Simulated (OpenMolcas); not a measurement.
# Mo⁵⁺ with 4 ligands (chloride): CASSCF and CASPT2 levels, g values and susceptibility

Aim: the ligand-field states of Mo⁵⁺ in this surrounding, its lowest levels with spin-orbit coupling and its magnetic susceptibility.

Method: state-averaged CASSCF and CASPT2, spin-orbit coupling by RASSI with atomic mean-field integrals. Code: OpenMolcas 26.06.

### Step 1. Starting point

* Species: Mo⁵⁺ (molybdenum, Z = 42, 37 electrons)
* Basis: ANO-RCC-VDZP [6s5p3d1f], 115 functions with the ligands
* Scalar Hamiltonian: DKH2, point nucleus
* Inactive shells: 1s 2s 2p 3s 3p 3d 4s 4p of the metal, and all ligand shells
* Active space: 1 electron in 5 orbitals (4d)
* Some configurations of this space: 4d
* Orbitals: optimised for each spin and parity, averaged over all roots

The outer shells:

4d
```
4d [↑ ][  ][  ][  ][  ]
```

Mo⁵⁺ is taken with 4 ligands (chloride) in tetrahedron coordination (Td) at 2.22 Å. Ligand basis ANO-RCC-VDZP.

```xyz
5

Mo    0.0000    0.0000    0.0000
Cl    1.2817    1.2817    1.2817
Cl    1.2817   -1.2817   -1.2817
Cl   -1.2817    1.2817   -1.2817
Cl   -1.2817   -1.2817    1.2817
```

Each step is its own input file, run in one work folder so that later steps find the files of earlier ones. Only the result sections of each output are shown. Labels, J, g values, rates, χT and fits are worked out afterwards by a script from the matrices that RASSI stores.

### Step 2. GATEWAY and SEWARD: basis and integrals

Input file a.inp:

```
&GATEWAY
Coord
5

Mo 0.0 0.0 0.0
Cl 1.281718 1.281718 1.281718
Cl 1.281718 -1.281718 -1.281718
Cl -1.281718 1.281718 -1.281718
Cl -1.281718 -1.281718 1.281718
Basis=Mo.ANO-RCC-VDZP,Cl.ANO-RCC-VDZP
Group=NoSym
NoMove
AngMom=0.0 0.0 0.0
AMFI
RICD
&SEWARD
```

Command:

```sh
$ OMP_NUM_THREADS=1 MOLCAS_MEM=2457 MOLCAS_PROJECT=a pymolcas a.inp > a.log
```

### Step 3. Reference wave functions, doublets, 5 roots

Input file a.inp:

```
&RASSCF
FileOrb=start.orb
Symmetry=1
Spin=2
nActEl=1 0 0
Inactive=54
Ras2=5
CIRoot=5 5 1
SDav=5
CIMx=300
Iter=150 100
PrWF=0.3
OrbListing=Nothing
MaxOrb=0
LevShft=1.0
>>> COPY $Project.JobIph JOB001
```

start.orb holds start orbitals that the driver prepared beforehand, or those of the step before.

### Step 4. RASSI: spin-orbit coupling between the states

Input file a.inp:

```
&RASSI
NrOfJobIphs=1 5
1 2 3 4 5
IphNames
JOB001
EJob
SpinOrbit
DIPRint=1.0
SOCoupling=1000.0
Subsets=2
Property=9
'ANGMOM' 1 'ANGMOM' 2 'ANGMOM' 3 'MLTPL  1' 1 'MLTPL  1' 2 'MLTPL  1' 3
'AMFI' 1 'AMFI' 2 'AMFI' 3
SOProperty=3
'ANGMOM' 1 'ANGMOM' 2 'ANGMOM' 3
```

### Step 5. CASPT2: IPEA 0.25, imaginary shift 0.1 (closed shells correlated: 4s 4p of the metal, with ligand shells; the Frozen line counts the rest)

Input file a.inp:

```
>>> COPY JOB001 $Project.JobIph
&CASPT2
Multistate=5 1 2 3 4 5
NoMult
Frozen=34
IPEA=0.25
Imaginary=0.1
MaxIter=60
WThr=0.0 0.3 0.05
PrWF=0.5
NoMix
```

### Step 6. CASPT2: IPEA 0.25, imaginary shift 0.1 (closed shells correlated: none of the metal, with ligand shells; the Frozen line counts the rest)

Changes to a.inp since step 5:

```diff
@@ -4,3 +4,3 @@
 NoMult
-Frozen=34
+Frozen=38
 IPEA=0.25
```

(Steps that only read results are left out.)

**Question.** What will these runs give? Wanted: spin-free ground state; first state of the same spin; lowest level; next level.

As calculated:

| quantity | value |
| --- | --- |
| method | SS-CASPT2, IPEA 0.25, imaginary shift 0.1 (closed shells correlated: 4s 4p of the metal, with ligand shells; the Frozen line counts the rest) |
| spin-free ground state | 2E, 2-fold in its orbital part |
| first state of the same spin | 2T2 at 11500 cm⁻¹ |
| lowest level | 4-fold Γ8 |
| next level | 11484.1 cm⁻¹ |
| χT at 300 K | 0.34 cm³ K/mol |
| effective moment at 300 K | 1.65 μB |

Cost by method:

```tsv
method	time of its own steps	time with the reference
A. CASSCF	16 s	16 s
B. SS-CASPT2, IPEA 0.25, imaginary shift 0.1, +4s 4p	17 s	33 s
C. SS-CASPT2, IPEA 0.25, imaginary shift 0.1, +none	15 s	31 s
```

Times are of one thread on a shared host.

The spin-free ground state (2E) is 2-fold and keeps the highest spin of the shell. χT at 300 K is 0.34, against 0.38 cm³ K/mol for the spin alone, so orbital moment lowers it. A ligand-field fit to the states below 45000 cm-1 gives 10Dq = -11482 cm-1, the gap between the two states. An orbital doublet at a regular site is open to a Jahn-Teller distortion, which this geometry leaves out. The bonds are covalent and no ligand orbital is active, so the numbers are rough.
